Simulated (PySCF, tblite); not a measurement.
# C5H6NO2 radical: geometry, infrared bands and EPR parameters

Aim: predict the infrared bands and EPR parameters of C5H6NO2 radical (`C=CO/[C]=C/NC=O`).

Programs: tblite 0.8.0 and PySCF 2.14.0, with density-fitted response routines of our own. Each step states its level of theory. These are calculated values for one molecule in the gas phase, unless marked as measured. Atoms count from 0, in the outputs and in this text.

## (1) Starting geometry

14 atoms, charge 0, multiplicity 2; geometry from: force field or distance geometry start.

Bonds of the start (Å): C0–C1 1.35, C1–O2 1.36, O2–C3 1.35, C3–C4 1.29, C4–N5 1.37, N5–C6 1.37, C6–O7 1.22, C0–H8 1.08, C0–H9 1.08, C1–H10 1.08, C4–H11 1.09, N5–H12 1.02, C6–H13 1.10.

## (2) Relaxing the molecule with GFN2-xTB

What the job is given:

```
{"job": {"kind": "relax", "xc": "GFN2-xTB", "basis": "xTB"}, "charge": 0, "multiplicity": 2}
C      3.499700    -0.514200     0.555600
C      2.253500    -0.083600     0.257100
O      1.325400    -0.929200    -0.267600
C      0.157800    -0.293400    -0.483300
C     -0.983300     0.285200    -0.665700
N     -2.100300    -0.113700     0.012800
C     -3.328800     0.474200    -0.147000
O     -3.598200     1.406600    -0.883300
H      4.231500     0.160200     0.981300
H      3.781700    -1.540300     0.376900
H      1.943400     0.932600     0.439800
H     -1.091800     1.100500    -1.380400
H     -2.009000    -0.878500     0.682500
H     -4.082200    -0.006900     0.499200
```

The run is started by

```bash
$ OMP_NUM_THREADS=1 python probes_run.py task.json out
```

The driver reads the jobs from task.json and runs them one after another.

Output:

```text
step      E/eV     max force
  0    -670.94404    2.449
  1    -671.07927    1.476
  2    -671.11242    0.747
  3    -671.12685    0.459
  4    -671.13768    0.355
  5    -671.14734    0.310
  6    -671.15490    0.292
  7    -671.16234    0.352
  8    -671.16983    0.277
  9    -671.18030    0.346
 10    -671.19291    0.429
 11    -671.20948    0.416
 12    -671.22928    0.352
 13    -671.25140    0.459
 14    -671.27390    0.558
 15    -671.28989    0.481
 16    -671.29511    0.568
 17    -671.30846    0.232
 18    -671.31250    0.145
 19    -671.31758    0.178
 20    -671.32126    0.178
 21    -671.32492    0.150
 22    -671.32803    0.156
 23    -671.33148    0.145
 24    -671.33487    0.163
 25    -671.33785    0.152
 26    -671.34070    0.158
 27    -671.34417    0.190
 28    -671.34838    0.209
 29    -671.35354    0.232
 30    -671.35972    0.238
 31    -671.36600    0.184
 32    -671.37225    0.185
 33    -671.37921    0.212
 34    -671.38631    0.227
 35    -671.39315    0.258
 36    -671.40047    0.278
 37    -671.40901    0.254
 38    -671.41882    0.302
 39    -671.42900    0.276
 40    -671.43254    0.528
 41    -671.44168    0.307
 42    -671.44598    0.273
 43    -671.45042    0.144
 44    -671.45362    0.125
 45    -671.45596    0.120
 46    -671.45892    0.101
 47    -671.46115    0.121
 48    -671.46277    0.092
 49    -671.46400    0.100
 50    -671.46498    0.065
 51    -671.46568    0.071
 52    -671.46610    0.052
 53    -671.46645    0.043
 54    -671.46693    0.060
 55    -671.46761    0.063
 56    -671.46817    0.050
 57    -671.46846    0.045
 58    -671.46863    0.036
 59    -671.46888    0.031
 60    -671.46924    0.040
 61    -671.46963    0.050
 62    -671.46995    0.047
 63    -671.47023    0.044
 64    -671.47056    0.042
 65    -671.47092    0.048
 66    -671.47123    0.045
 67    -671.47146    0.034
 68    -671.47168    0.038
 69    -671.47200    0.044
 70    -671.47246    0.072
 71    -671.47296    0.079
 72    -671.47336    0.054
 73    -671.47368    0.046
 74    -671.47399    0.039
 75    -671.47427    0.046
 76    -671.47442    0.032
 77    -671.47450    0.022
 78    -671.47455    0.022
 79    -671.47463    0.029
 80    -671.47474    0.034
 81    -671.47483    0.022
 82    -671.47488    0.017
 83    -671.47492    0.015
 84    -671.47496    0.018
 85    -671.47499    0.014
 86    -671.47502    0.015
 87    -671.47506    0.016
 88    -671.47510    0.018
 89    -671.47517    0.021
 90    -671.47526    0.022
 91    -671.47534    0.023
 92    -671.47539    0.021
 93    -671.47541    0.014
 94    -671.47544    0.014
 95    -671.47546    0.016
 96    -671.47549    0.019
 97    -671.47553    0.025
 98    -671.47560    0.027
 99    -671.47569    0.027
100    -671.47578    0.019
101    -671.47581    0.013
102    -671.47582    0.009
```

Run time: 0.41 s. Hardware: 1 thread of Arm Neoverse V2, shared host.

Along the way: (not every step is listed)

| step | energy from step 0 (eV) | largest force (eV/Å) |
| --- | --- | --- |
| 0 | 0.0000 | 2.4494 |
| 1 | -0.1352 | 1.4759 |
| 2 | -0.1684 | 0.7474 |
| 3 | -0.1828 | 0.4592 |
| 4 | -0.1936 | 0.3550 |
| 5 | -0.2033 | 0.3103 |
| 6 | -0.2109 | 0.2924 |
| 7 | -0.2183 | 0.3518 |
| 8 | -0.2258 | 0.2773 |
| 16 | -0.3511 | 0.5679 |
| 24 | -0.3908 | 0.1630 |
| 32 | -0.4282 | 0.1851 |
| 40 | -0.4885 | 0.5277 |
| 48 | -0.5187 | 0.0915 |
| 56 | -0.5241 | 0.0497 |
| 64 | -0.5265 | 0.0418 |
| 72 | -0.5293 | 0.0542 |
| 80 | -0.5307 | 0.0338 |
| 88 | -0.5311 | 0.0184 |
| 96 | -0.5315 | 0.0193 |
| 97 | -0.5315 | 0.0246 |
| 98 | -0.5316 | 0.0269 |
| 99 | -0.5317 | 0.0275 |
| 100 | -0.5317 | 0.0194 |
| 101 | -0.5318 | 0.0125 |
| 102 | -0.5318 | 0.0095 |

Close pairs (by a distance rule), those that changed most:

| bond | before (Å) | after (Å) | change (Å) |
| --- | --- | --- | --- |
| O2–C3 | 1.347 | 1.313 | -0.034 |
| C4–N5 | 1.366 | 1.396 | +0.029 |
| C3–C4 | 1.292 | 1.319 | +0.026 |
| C0–C1 | 1.352 | 1.328 | -0.023 |
| N5–C6 | 1.371 | 1.354 | -0.018 |
| C6–O7 | 1.218 | 1.205 | -0.013 |
| N5–H12 | 1.021 | 1.009 | -0.012 |
| C0–H8 | 1.082 | 1.073 | -0.010 |

The next job starts from the end point, and lists it.

## (3) Harmonic vibrations with GFN2-xTB

What the job is given:

```
{"job": {"kind": "ir", "xc": "GFN2-xTB", "basis": "xTB"}, "charge": 0, "multiplicity": 2}
C      3.445463    -0.226363     0.270603
C      2.122595    -0.105490     0.286446
O      1.319674    -1.113455    -0.145510
C      0.014352    -1.042505    -0.019055
C     -0.874791    -0.097428    -0.254563
N     -2.218450    -0.205236     0.107721
C     -3.150207     0.683688    -0.309169
O     -2.929197     1.644497    -1.002416
H      4.074130     0.575120     0.607487
H      3.917415    -1.121545    -0.092004
H      1.610455     0.780383     0.646514
H     -0.695551     0.781539    -0.879427
H     -2.479923    -0.987981     0.688422
H     -4.156641     0.434302     0.072785
```

Output:

```text
mode    cm-1     km/mol
  1      60.9      4.71
  2      94.3      2.52
  3     107.1     13.14
  4     157.5      5.96
  5     180.8      8.60
  6     292.1      3.01
  7     331.4     24.81
  8     359.2      6.23
  9     416.0     17.17
 10     572.6     68.00
 11     600.8      5.03
 12     646.1      5.62
 13     735.2     22.54
 14     775.7     36.51
 15     825.2     24.95
 16     896.5     21.68
 17     915.3      7.59
 18     983.3     25.09
 19    1064.1     25.28
 20    1117.7     48.50
 21    1144.4     24.12
 22    1193.0    110.91
 23    1210.3     18.11
 24    1277.5     14.52
 25    1361.1      1.98
 26    1377.9      4.59
 27    1393.8    408.18
 28    1633.8     75.22
 29    1689.5    112.62
 30    1750.0    609.53
 31    2786.6    160.67
 32    2891.1     15.06
 33    3030.0     27.09
 34    3131.7      2.14
 35    3173.2     14.17
 36    3438.3      5.45
```

Wall time 0.28 s (1 thread of Arm Neoverse V2, shared host).

The strongest bands and the atoms that carry them (share of the mass-weighted mode):

| cm⁻¹ | km/mol | atoms |
| --- | --- | --- |
| 573 | 68.0 | H12 79 % |
| 1118 | 48.5 | C1 34 %, O2 18 %, H9 10 % |
| 1193 | 110.9 | H12 37 %, C4 30 %, O2 19 % |
| 1394 | 408.2 | N5 44 %, H12 25 %, C6 13 % |
| 1634 | 75.2 | C1 48 %, C0 43 % |
| 1690 | 112.6 | C3 51 %, C4 39 % |
| 1750 | 609.5 | C6 59 %, O7 34 % |
| 2787 | 160.7 | H13 94 % |

## (4) g tensor and hyperfine couplings: B3LYP/pcH-1

The job, as its differences from that of step 3:

```diff
@@ -1,2 +1,2 @@
-{"job": {"kind": "ir", "xc": "GFN2-xTB", "basis": "xTB"}, "charge": 0, "multiplicity": 2}
+{"job": {"kind": "epr", "basis": "pcH-1"}, "charge": 0, "multiplicity": 2}
 C      3.445463    -0.226363     0.270603
```

Level: UKS B3LYP, pcH-1 on C H N O, non-relativistic, mean-field spin-orbit, GIAO.

Output:

```text
UKS, coarse grid
  cycle   1  E = -399.05423306  |g| = 6.91e-01
  cycle   2  E = -397.76431580  |g| = 1.75e+00
  cycle   3  E = -399.17841684  |g| = 3.40e-01
  cycle   4  E = -399.23319668  |g| = 1.23e-01
  cycle   5  E = -399.23773364  |g| = 5.90e-02
  cycle   6  E = -399.23911509  |g| = 2.21e-02
  cycle   7  E = -399.23935072  |g| = 8.81e-03
  cycle   8  E = -399.23939849  |g| = 2.42e-03
  cycle   9  E = -399.23941032  |g| = 1.69e-03
  cycle  10  E = -399.23941592  |g| = 8.71e-04
UKS, final grid
  cycle   1  E = -399.23941218  |g| = 1.22e-03
  cycle   2  E = -399.23941159  |g| = 2.24e-03
  cycle   3  E = -399.23941346  |g| = 3.33e-04
  cycle   4  E = -399.23941364  |g| = 2.94e-04
  cycle   5  E = -399.23941390  |g| = 1.09e-04
  cycle   6  E = -399.23941391  |g| = 2.49e-05
E = -399.23941391 Eh   <S^2> = 0.7575 (exact 0.7500)
g shifts (ppm)      1          2          3
  rmc          -196       -196       -196
  gc            -15         52         -7
  oz_so        -254        404       1396
  total        -465        260       1193
hyperfine (MHz)  atom isotope    a_iso     a_fc   dipolar eigenvalues
    0   13C       6.10       6.10     -7.14     -6.01     13.14
    1   13C       5.72       5.72     -9.43      0.26      9.16
    2   17O     -94.36     -94.36    -47.14     22.76     24.39
    3   13C     402.83     402.83    -68.00    -50.01    118.01
    4   13C      38.29      38.29    -18.84     -7.01     25.85
    5   14N       7.20       7.20     -1.20     -0.89      2.09
    6   13C      -2.10      -2.10     -1.07      0.04      1.03
    7   17O      -1.94      -1.94     -5.74      1.41      4.33
    8    1H      -3.53      -3.53     -3.67     -0.85      4.52
    9    1H      -4.31      -4.31     -1.78     -1.21      2.99
   10    1H       3.23       3.23     -4.31     -2.43      6.74
   11    1H      98.47      98.47     -6.81     -0.97      7.78
   12    1H      -0.48      -0.48     -5.28     -2.82      8.10
   13    1H       3.85       3.85     -0.97     -0.55      1.52
```

Wall time 47 s (1 thread of Arm Neoverse V2, shared host); peak memory 0.91 GiB.

Principal g values 2.00185, 2.00258, 2.00351; g(iso) = 2.00265, against 2.00232 for a free electron.

Hyperfine couplings, nucleus by nucleus at this fixed geometry (no averaging over rotations):

| nuclei | isotope | a(iso) (MHz) | a(iso) (G, at g = 2.0023) | largest dipolar term (MHz) |
| --- | --- | --- | --- | --- |
| C3 | 13C | 402.8 | 143.7 | 118.0 |
| H11 | 1H | 98.5 | 35.1 | 7.8 |
| O2 | 17O | -94.4 | -33.7 | -47.1 |
| C4 | 13C | 38.3 | 13.7 | 25.9 |
| N5 | 14N | 7.2 | 2.6 | 2.1 |
| C0 | 13C | 6.1 | 2.2 | 13.1 |
| C1 | 13C | 5.7 | 2.0 | -9.4 |
| H9 | 1H | -4.3 | -1.5 | 3.0 |
| H13 | 1H | 3.9 | 1.4 | 1.5 |
| H8 | 1H | -3.5 | -1.3 | 4.5 |
| H10 | 1H | 3.2 | 1.2 | 6.7 |
| C6 | 13C | -2.1 | -0.7 | -1.1 |
| O7 | 17O | -1.9 | -0.7 | -5.7 |
| H12 | 1H | -0.5 | -0.2 | 8.1 |

Mulliken spin populations:

C0 0.09; C1 -0.03; O2 0.09; C3 0.84; C4 -0.06; N5 0.01; C6 0.00; O7 0.01; H8 0.00; H9 0.00; H10 0.00; H11 0.05; H12 0.01; H13 0.00

In first order the couplings over 0.8 MHz of 1H, 14N give 96 distinct lines over 45.6 G.

Orbitals, density, ELF and potential are computed afterwards from the orbital file.

ELF in a plane through or near 6 of the atoms.

Values, 10 rows by 14 columns:
```
0.00 0.00 0.00 0.00 0.00 0.00 0.00 0.00 0.00 0.00 0.00 0.00 0.00 0.00
0.00 0.00 0.00 0.00 0.00 0.00 0.00 0.00 0.00 0.02 0.06 0.01 0.00 0.00
0.00 0.00 0.01 0.05 0.03 0.02 0.00 0.03 0.01 0.59 0.82 0.51 0.00 0.00
0.00 0.00 0.17 0.35 0.32 0.23 0.01 0.83 0.49 0.80 0.53 0.64 0.00 0.00
0.00 0.00 0.18 0.61 0.88 0.58 0.02 0.84 0.95 0.11 0.78 0.15 0.01 0.00
0.00 0.01 0.81 0.95 0.59 0.74 0.46 0.74 0.33 0.73 0.53 0.83 0.29 0.00
0.00 0.01 0.96 0.97 0.04 0.83 0.79 0.38 0.22 0.77 0.13 0.21 0.03 0.00
0.00 0.00 0.06 0.13 0.03 0.67 0.21 0.94 0.05 0.20 0.03 0.00 0.00 0.00
0.00 0.00 0.00 0.00 0.00 0.02 0.05 0.79 0.05 0.00 0.00 0.00 0.00 0.00
0.00 0.00 0.00 0.00 0.00 0.00 0.00 0.01 0.00 0.00 0.00 0.00 0.00 0.00
```
The map spans 13.5 Å across and 8.1 Å up, centred on the molecule. Atoms in the plane (x, y in Å): O2 (-1.4, -0.9), C3 (-0.1, -1.0), C4 (0.9, -0.1), O7 (3.1, 1.5), H9 (-4.0, -0.6), H11 (0.8, 0.9).

On the surface of density 0.002 e/bohr³ the electrostatic potential runs, from the 1st to the 99th percentile, from -1.81 V near O7 to 2.18 V near H12.

The spin density lies nearest to C3 63 %; O2 12 %; C4 7 % (both signs).

## (5) Outcome

```
                                 quantity                  value
strongest single infrared mode (GFN2-xTB)  1750 cm⁻¹, 610 km/mol
             zero-point energy (GFN2-xTB)          62.3 kcal/mol
                           g(iso) (B3LYP)                2.00265
                                     ⟨S²⟩     0.758 (exact 0.75)
                           largest a(iso)   13C on C3, 402.8 MHz
    surface potential, 1st and 99th percentile     -1.81 V and 2.18 V
```

The optimisation took 102 steps and gained 0.532 eV; among the close pairs (by a distance rule), O2–C3 changed most, from 1.347 to 1.313 Å. All 36 modes are real, so the xTB geometry is a minimum. The strongest single mode, at 1750 cm⁻¹, moves mainly C6 and O7. Unscaled tight-binding wavenumbers are off by several per cent, some by more. Its intensities can rank the bands wrongly. Most of the unpaired spin sits on C3 (0.84 e). The isotropic g lies 0.3 ppt above the free-electron value.
